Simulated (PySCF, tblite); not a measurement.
# C14H18BP: NMR shifts, part 2 of 2

tblite 0.8.0 and PySCF 2.14.0. Atoms count from 0.

## 5. NMR shifts: GIAO KT3/pcSseg-2

Job settings and geometry (Å):

```
{"job": {"kind": "nmr", "xc": "KT3", "basis": "pcSseg-2", "pop": false}, "charge": 0, "multiplicity": 1}
B     -0.136389    -2.416024     0.280232
P     -0.037522    -0.688509     1.111260
C      0.233915    -0.895071     2.901447
C      1.372878     0.346005     0.594650
C      2.415799    -0.242539    -0.127181
C      3.514304     0.525057    -0.511976
C      3.572079     1.877733    -0.181189
C      2.530414     2.468434     0.535667
C      1.432320     1.705671     0.923816
C     -1.487015     0.411530     0.953278
C     -2.282553     0.681912     2.073800
C     -3.409054     1.493791     1.975705
C     -3.749892     2.046268     0.744901
C     -2.965686     1.777312    -0.373080
C     -1.830953     0.961683    -0.301709
C     -1.014692     0.724339    -1.537915
H     -1.129731    -2.909724     0.797264
H     -0.218020    -2.286312    -0.930318
H      0.904738    -2.951387     0.647920
H     -0.572276    -1.507200     3.329658
H      0.307569     0.068154     3.424923
H      1.178426    -1.445450     3.012314
H      2.354949    -1.301127    -0.392007
H      4.326692     0.063594    -1.078358
H      4.431805     2.478613    -0.487604
H      2.572583     3.530280     0.789867
H      0.608099     2.171940     1.471451
H     -2.027931     0.251576     3.043646
H     -4.018361     1.689733     2.860748
H     -4.631908     2.684444     0.651540
H     -3.240789     2.206173    -1.340534
H     -0.159676     1.418797    -1.582891
H     -1.622881     0.881087    -2.439619
H     -0.609552    -0.296585    -1.571499
```

Level: GIAO KT3/pcSseg-2 NMR shielding, non-relativistic, gas phase.

Log:

```text
nearly dependent basis: matrix products in double precision
start: PBE on a coarse grid of 27411 points
cycle   1  E = -909.5778134388  dE =  1.808e+00  |g| = 9.208e-01  |ddm| = 4.599e+00
cycle   2  E = -909.3449535850  dE =  2.329e-01  |g| = 1.288e+00  |ddm| = 3.063e+00
cycle   3  E = -909.8073628318  dE = -4.624e-01  |g| = 1.918e-01  |ddm| = 2.067e+00
cycle   4  E = -909.8121585270  dE = -4.796e-03  |g| = 1.358e-01  |ddm| = 3.712e-01
cycle   5  E = -909.8172732181  dE = -5.115e-03  |g| = 3.569e-02  |ddm| = 1.828e-01
cycle   6  E = -909.8175749960  dE = -3.018e-04  |g| = 1.361e-02  |ddm| = 5.389e-02
cycle   7  E = -909.8176167560  dE = -4.176e-05  |g| = 5.368e-03  |ddm| = 1.986e-02
final grid: 246957 points
cycle   8  E = -922.8461504440  dE = -6.340e-02  |g| = 1.513e-01  |ddm| = 6.547e+00
cycle   9  E = -922.8459599257  dE =  1.905e-04  |g| = 9.499e-02  |ddm| = 3.349e-01
cycle  10  E = -922.8455663633  dE =  3.936e-04  |g| = 7.802e-02  |ddm| = 2.037e-01
cycle  11  E = -922.8473599730  dE = -1.794e-03  |g| = 1.299e-02  |ddm| = 1.078e-01
cycle  12  E = -922.8474020772  dE = -4.210e-05  |g| = 3.569e-03  |ddm| = 1.704e-02
cycle  13  E = -922.8474037449  dE = -1.668e-06  |g| = 2.541e-03  |ddm| = 6.282e-03
cycle  14  E = -922.8474056508  dE = -1.906e-06  |g| = 4.736e-04  |ddm| = 3.578e-03
cycle  15  E = -922.8474057097  dE = -5.891e-08  |g| = 1.290e-04  |ddm| = 7.048e-04
cycle  16  E = -922.8474057140  dE = -4.321e-09  |g| = 3.415e-05  |ddm| = 2.154e-04
converged SCF energy = -922.8474057140

GIAO shielding tensors (ppm)
atom      isotropic    diamagn.    paramagn.     s11        s22        s33       span
  0 B      143.578     197.678     -54.100    138.574    143.243    148.917     10.343
  1 P      322.184     979.449    -657.265    273.678    326.255    366.620     92.941
  2 C      164.198     249.092     -84.894    153.784    161.027    177.783     23.998
  3 C       48.091     272.160    -224.070    -37.785     15.404    166.654    204.439
  4 C       48.804     264.449    -215.644    -57.828     32.980    171.261    229.089
  5 C       54.533     257.785    -203.251    -48.753     44.117    168.236    216.989
  6 C       53.184     257.496    -204.312    -49.937     40.531    168.956    218.893
  7 C       55.266     259.225    -203.960    -49.220     47.143    167.874    217.094
  8 C       51.817     266.808    -214.991    -52.520     39.659    168.313    220.833
  9 C       50.215     270.783    -220.568    -30.699     23.755    157.590    188.289
 10 C       53.256     262.419    -209.163    -53.798     46.328    167.239    221.037
 11 C       58.291     257.014    -198.723    -44.399     50.704    168.569    212.967
 12 C       53.402     256.038    -202.636    -50.282     43.835    166.653    216.935
 13 C       51.827     261.692    -209.865    -48.055     52.905    150.633    198.688
 14 C       38.061     264.242    -226.181    -56.321      5.121    165.382    221.702
 15 C      157.010     255.479     -98.468    141.456    154.915    174.659     33.203
 16 H       30.324      34.172      -3.848     27.132     29.227     34.612      7.480
 17 H       29.850      36.992      -7.142     26.290     29.594     33.666      7.376
 18 H       29.886      34.755      -4.869     27.339     27.958     34.361      7.022
 19 H       29.445      32.689      -3.244     25.572     26.713     36.050     10.478
 20 H       29.835      34.066      -4.231     26.217     27.755     35.532      9.314
 21 H       29.926      31.363      -1.437     25.649     29.023     35.105      9.456
 22 H       22.983      38.725     -15.742     18.459     20.790     29.701     11.242
 23 H       23.904      27.684      -3.780     20.512     24.119     27.081      6.569
 24 H       23.995      23.343       0.652     20.742     24.821     26.423      5.680
 25 H       24.189      28.136      -3.947     20.639     23.976     27.952      7.313
 26 H       24.334      39.792     -15.458     20.277     20.985     31.741     11.465
 27 H       23.837      35.108     -11.270     19.143     21.426     30.943     11.800
 28 H       24.101      23.805       0.296     20.755     24.417     27.131      6.375
 29 H       24.036      22.300       1.736     20.784     24.809     26.515      5.732
 30 H       24.245      31.303      -7.058     20.563     23.296     28.876      8.313
 31 H       30.037      40.407     -10.370     24.179     31.497     34.435     10.256
 32 H       29.505      34.163      -4.658     24.078     28.580     35.857     11.779
 33 H       28.019      41.344     -13.325     21.515     29.114     33.429     11.914
```

It took 82 s on 2 threads of Arm Neoverse V1, shared host; peak memory 1.5 GiB.

## 6. NMR shifts: GIAO PBE0/pcSseg-1 in chloroform

Settings changed since step 5:

```diff
@@ -1,2 +1,2 @@
-{"job": {"kind": "nmr", "xc": "KT3", "basis": "pcSseg-2", "pop": false}, "charge": 0, "multiplicity": 1}
+{"job": {"kind": "nmr", "xc": "PBE0", "basis": "pcSseg-1", "pop": false, "solvent": "chloroform"}, "charge": 0, "multiplicity": 1}
 B     -0.136389    -2.416024     0.280232
```

Level: GIAO PBE0/pcSseg-1 NMR shielding, non-relativistic, IEF-PCM chloroform.

Log:

```text
start: PBE on a coarse grid of 27411 points
cycle   1  E = -909.2044499303  dE =  1.839e+00  |g| = 8.459e-01  |ddm| = 5.897e+00
cycle   2  E = -909.0499705314  dE =  1.545e-01  |g| = 1.129e+00  |ddm| = 2.135e+00
cycle   3  E = -909.4056608130  dE = -3.557e-01  |g| = 1.714e-01  |ddm| = 1.367e+00
cycle   4  E = -909.4122483040  dE = -6.587e-03  |g| = 8.328e-02  |ddm| = 3.068e-01
cycle   5  E = -909.4141807171  dE = -1.932e-03  |g| = 1.949e-02  |ddm| = 1.143e-01
cycle   6  E = -909.4142731925  dE = -9.248e-05  |g| = 7.410e-03  |ddm| = 2.818e-02
final grid: 246957 points
cycle   7  E = -909.6407055186  dE = -9.250e-03  |g| = 4.522e-02  |ddm| = 5.932e-01
cycle   8  E = -909.6407019353  dE =  3.583e-06  |g| = 4.450e-02  |ddm| = 9.822e-02
cycle   9  E = -909.6412269611  dE = -5.250e-04  |g| = 9.531e-03  |ddm| = 5.928e-02
cycle  10  E = -909.6412465983  dE = -1.964e-05  |g| = 3.449e-03  |ddm| = 1.329e-02
cycle  11  E = -909.6412520929  dE = -5.495e-06  |g| = 7.457e-04  |ddm| = 4.177e-03
cycle  12  E = -909.6412516904  dE =  4.025e-07  |g| = 3.255e-04  |ddm| = 1.519e-03
cycle  13  E = -909.6412522820  dE = -5.915e-07  |g| = 7.707e-05  |ddm| = 4.706e-04
converged SCF energy = -909.6412522820

GIAO shielding tensors (ppm)
atom      isotropic    diamagn.    paramagn.     s11        s22        s33       span
  0 B      146.245     192.489     -46.244    140.871    145.098    152.767     11.896
  1 P      321.579     972.662    -651.083    275.754    333.046    355.938     80.183
  2 C      167.936     256.890     -88.955    158.047    164.077    181.683     23.636
  3 C       45.677     271.060    -225.383    -49.001     12.663    173.370    222.371
  4 C       44.662     251.961    -207.299    -69.490     26.597    176.880    246.370
  5 C       49.635     254.176    -204.541    -60.500     32.608    176.798    237.298
  6 C       46.997     255.236    -208.239    -63.378     27.330    177.038    240.416
  7 C       49.689     254.601    -204.912    -62.006     34.630    176.442    238.448
  8 C       46.693     253.567    -206.874    -64.616     28.495    176.201    240.817
  9 C       48.776     270.142    -221.365    -40.594     23.140    163.784    204.378
 10 C       47.365     249.341    -201.976    -66.621     34.506    174.212    240.833
 11 C       53.266     254.290    -201.024    -56.140     39.018    176.919    233.059
 12 C       47.001     256.003    -209.001    -64.292     30.365    174.931    239.223
 13 C       47.216     249.394    -202.178    -59.167     42.445    158.370    217.537
 14 C       34.548     256.211    -221.663    -69.527      0.320    172.853    242.380
 15 C      160.887     252.616     -91.729    146.786    158.363    177.513     30.727
 16 H       30.496      31.476      -0.980     26.886     29.450     35.152      8.266
 17 H       29.886      31.799      -1.913     25.908     29.668     34.083      8.175
 18 H       29.987      32.087      -2.100     27.266     27.866     34.828      7.561
 19 H       29.232      31.723      -2.491     25.016     25.993     36.688     11.672
 20 H       29.500      33.420      -3.920     25.365     27.272     35.862     10.497
 21 H       29.678      31.092      -1.414     24.803     28.547     35.684     10.881
 22 H       22.815      34.339     -11.524     17.965     20.827     29.653     11.688
 23 H       23.445      29.591      -6.146     19.741     23.933     26.660      6.919
 24 H       23.494      27.858      -4.364     19.977     24.738     25.766      5.789
 25 H       23.694      29.945      -6.251     19.804     23.692     27.586      7.782
 26 H       24.042      35.322     -11.281     19.558     20.868     31.700     12.142
 27 H       23.452      34.130     -10.678     18.316     21.372     30.667     12.351
 28 H       23.617      28.337      -4.720     19.941     24.265     26.645      6.704
 29 H       23.514      27.693      -4.179     20.044     24.693     25.805      5.761
 30 H       23.795      31.781      -7.987     19.658     23.159     28.567      8.908
 31 H       29.984      34.185      -4.200     23.780     31.599     34.574     10.795
 32 H       29.217      31.728      -2.511     23.332     27.942     36.378     13.045
 33 H       28.373      34.368      -5.995     21.612     29.680     33.827     12.216
```

Run time: 31 s. Hardware: 2 threads of Arm Neoverse V1, shared host; peak memory 1.4 GiB.

## 7. Summary of results

What follows sums up all 2 parts.

| quantity | value |
| --- | --- |
| point group | C1 |
| rotational constants (main isotopes) | 0.77, 0.36, 0.32 GHz |
| $^{13}$C shifts against TMS (PBE0/pcSseg-2, means over atoms taken as alike) | 155.9, 144.9, 143.2, 142.1, 141.2, 140.4, 140.4, 140.4, 138.1, 134.3, 24.2, 17.2 ppm |
| $^{1}$H shifts against TMS (PBE0/pcSseg-2, means over atoms taken as alike) | 7.98, 7.84, 7.68, 7.64, 7.60, 7.55, 7.40, 2.15, 1.63, 1.36 ppm |
| $^{11}$B shifts against BF3·OEt2 (PBE0/pcSseg-2) | -46.0 ppm |
| $^{31}$P shifts against H3PO4 (PBE0/pcSseg-2) | -2.5 ppm |
| measured, and computed on the same scale | P1 δ 10.2, -2.5 ppm |

In words: Relaxing lowered the energy by 0.154 eV in 6 steps; the close pair that moved most is B0–H18, from 1.195 to 1.227 Å (PBE0/def2-SVP). The one measured $^{31}$P shift is missed by -12.7 ppm (computed less measured, unscaled). Vibration, temperature and solvent are missing from the calculation, and it holds one conformer, so part of the miss against the measured shifts is not the functional's. NICS(1)zz of -29 ppm above the planar ring from C3 marks a diatropic (aromatic) ring current. NICS(1)zz of -27 ppm above the planar ring from C9 marks a diatropic (aromatic) ring current.
